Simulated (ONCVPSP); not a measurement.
# An ONCV potential for sulfur, from input to tests

Task: generate the file, and judge it by its errors in other configurations, its logarithmic derivatives, its ghosts and its cutoff.

The numbers are computed with ONCVPSP 4.0.1 (PBEsol, scalar-relativistic, spin-unpolarised reference atom).

## 1. Settings

The settings as typed:

```json
{"element": "sulfur (S, Z = 16)", "type": "optimised norm-conserving Vanderbilt (ONCV)", "frozen core": "[Ne]", "valence charge": "6", "reference configuration": "3s2 3p2 (charge +2)", "partial waves": "3s: rc 1.40 bohr, ncon 3, nbas 6, qcut 5.8 1/bohr, 2 projectors, debl 3.9 Ha; 3p: rc 1.65 bohr, ncon 4, nbas 7, qcut 4.1 1/bohr, 2 projectors, debl 3.8 Ha", "local potential": "polynomial inside 1.35 bohr (lpopt 5, dvloc0 2 Ha)", "core correction": "polynomial model core, fcfact 0.35"}
```

The outer shells as boxes (Hund's rule for the drawing; the calculation is spin-unpolarised):

```
[Ne] core
3s [↑↓]
3p [↑ ][↑ ][  ]
```

## 2. Generation

File S.dat:

```
# ATOM AND REFERENCE CONFIGURATION
# atsym  z   nc   nv     iexc    psfile
  S 16.00    3    2  -116133      upf
#
#   n    l    f
    1    0    2.00
    2    0    2.00
    2    1    6.00
    3    0    2.00
    3    1    2.00
#
# PSEUDOPOTENTIAL AND OPTIMIZATION
# lmax
    1
#
#   l,   rc,      ep,       ncon, nbas, qcut
    0    1.40    0.00    3    6    5.80
    1    1.65    0.00    4    7    4.10
#
# LOCAL POTENTIAL
# lloc, lpopt,  rc(5),   dvloc0
    4    5    1.35    2.00
#
# VANDERBILT-KLEINMAN-BYLANDER PROJECTORs
# l, nproj, debl
    0    2    3.90
    1    2    3.80
#
# MODEL CORE CHARGE
# icmod, fcfact, rcfact
    1    0.35    0.00
#
# LOG DERIVATIVE ANALYSIS
# epsh1, epsh2, depsh
   -3.00    5.00    0.02
#
# OUTPUT GRID
# rlmax, drl
    6.00    0.01
#
# TEST CONFIGURATIONS
# ncnf
    4
# nvcnf
#   n    l    f
    2
    3    0    2.00
    3    1    4.00
#
    2
    3    0    2.00
    3    1    3.00
#
    2
    3    0    2.00
    3    1    1.00
#
    2
    3    0    1.00
    3    1    5.00
#
```

Started as:

```bash
oncvpsp.x < S.dat > S.out
```

**Question.** What will these runs give? Wanted: cutoffs for 1 and 0.1 mHa per electron, occupied waves; bound ghosts; GHOST(+) flags; largest test error; largest phase difference near zero energy, channels read; rms error of d²Exc/dn², without and with the model core.

The runs gave:

```
                                                quantity                 value
  cutoffs for 1 and 0.1 mHa per electron, occupied waves       14 Ha and 39 Ha
                                            bound ghosts            none found
                                          GHOST(+) flags           s at 247 eV
                            largest test error (AE − PS)  +14 meV, for 3s2 3p4
largest phase difference near zero energy, channels read             0.000 rad
 rms error of d²Exc/dn², without and with the model core     3.11 and 0.60 mHa
```

By total energies transferability is good: the largest error is 14 meV on 34.0 eV, for 3s2 3p4. By its cutoff, 14 Ha for the looser tolerance, it is soft on the atom at that tolerance. The tighter tolerance needs 39 Ha, and converged work needs a cutoff nearer that. At the looser tolerance the 3s wave is the slowest; 3p needs 7 Ha. The program's ghost test flags no bound state. Near zero energy the phases of the channels with partial waves agree within 0.001 rad. The program also flags highly localised states, GHOST(+) (s). These are tests on the free atom; a crystal test is still owed.
